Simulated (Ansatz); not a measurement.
# CH₆HfO₃Se: geometry and vibrations

The task is to find a stationary geometry of CH₆HfO₃Se, check the end point by its vibrations and derive ideal-gas thermochemistry.

Program: Ansatz 0.2.0, Gaussian basis. Level of theory: RKS PBE0-D4/def2-TZVP. These are calculated values, not measurements.

Levels to be run: relaxation at PBE0-D4/def2-TZVP; harmonic vibrations at the same level.

1 further run of the same task is left out (set aside as unsound or not needed).

## 1. Where the work starts

SMILES `C[O][Hf]([OH])([OH])[SeH]`, 12 atoms, charge 0, spin multiplicity 1.

Atoms are counted from 1 here; the program's logs count them from 0.

Bond lengths: C1–O2 1.399 Å, C1–H7 1.106 Å, C1–H8 1.097 Å, C1–H9 1.104 Å, O2–Hf3 1.853 Å, Hf3–O4 1.862 Å, Hf3–O5 1.863 Å, Hf3–Se6 2.454 Å, O4–H10 0.964 Å, O5–H11 0.962 Å, Se6–H12 1.436 Å. Angles: O2–C1–H7 110.9°, O2–C1–H8 109.2°, O2–C1–H9 110.8°, H7–C1–H8 108.1°, H7–C1–H9 109.9°, H8–C1–H9 107.8°, C1–O2–Hf3 115.5°, O2–Hf3–O4 110.7°, O2–Hf3–O5 106.1°, O2–Hf3–Se6 110.2°, O4–Hf3–O5 100.8°, O4–Hf3–Se6 111.0°, O5–Hf3–Se6 117.6°, Hf3–O4–H10 116.4°, Hf3–O5–H11 116.8°, Hf3–Se6–H12 99.9°.

The start is a GFN2-xTB geometry. Hf takes the def2 core potential; no spin-orbit term is included.

## 2. Optimising with PBE0-D4/def2-TZVP

File in.yaml:

```yaml
crystal:
  periodic: [false, false, false]
  atoms:
    - {symbol: C, position_ang: [0.176940, -1.969110, 0.038460]}
    - {symbol: O, position_ang: [0.922030, -0.909130, 0.565860]}
    - {symbol: Hf, position_ang: [0.288800, 0.786190, 0.167000]}
    - {symbol: O, position_ang: [-0.150460, 0.916300, -1.637930]}
    - {symbol: O, position_ang: [-1.399650, 0.903320, 0.945190]}
    - {symbol: Se, position_ang: [1.951200, 2.479880, 0.792710]}
    - {symbol: H, position_ang: [-0.107790, -1.768190, -1.011550]}
    - {symbol: H, position_ang: [0.783840, -2.883160, 0.058540]}
    - {symbol: H, position_ang: [-0.727790, -2.150960, 0.644480]}
    - {symbol: H, position_ang: [-1.084240, 0.829080, -1.859040]}
    - {symbol: H, position_ang: [-1.929450, 0.100800, 0.954080]}
    - {symbol: H, position_ang: [1.276580, 3.665000, 0.342180]}
basis:
  gaussian: {orbitals: def2-TZVP}
hamiltonian: {xc: pbe0, dispersion: d4}
relax: {f_tol: 0.005, max_steps: 150}
```

Launch:

```bash
> ansatz run in.yaml --threads 2 --pin off --events-out ev --progress --plain --max-ram 32768MiB --backend cuda --devices 0, --max-vram 18GiB
```

Further steps of the session: Vibrations by finite differences.

**Question.** What will the summary of the whole plan be? Wanted: point group; shift from the start; total energy; dispersion term; dipole moment; lowest, highest wavenumber; zero-point energy.

As calculated:

| quantity | value |
| --- | --- |
| point group | C1 |
| steps | 33 |
| shift from the start (rms) | 0.840 Å |
| total energy | -73926.3265 eV |
| dispersion term | -216 meV |
| dipole moment | 3.55 D |
| lowest, highest wavenumber | 40, 4030 cm⁻¹ |
| zero-point energy | 45.9 kcal/mol |
| entropy at 298.15 K | 498.1 J/(mol K) |

The relaxed geometry lies 0.84 Å (rms) from the start; the bond that changed most is Hf3–Se6, from 2.454 to 2.619 Å. No mode is imaginary: a true minimum at this level. The stiffest mode, 4030 cm⁻¹, is an O–H stretch, and 10 modes under 200 cm⁻¹ make the vibrational entropy uncertain. Harmonic hybrid wavenumbers usually lie a few per cent above measured fundamentals. The largest Mulliken charge, +1.45 e, sits on Hf3.
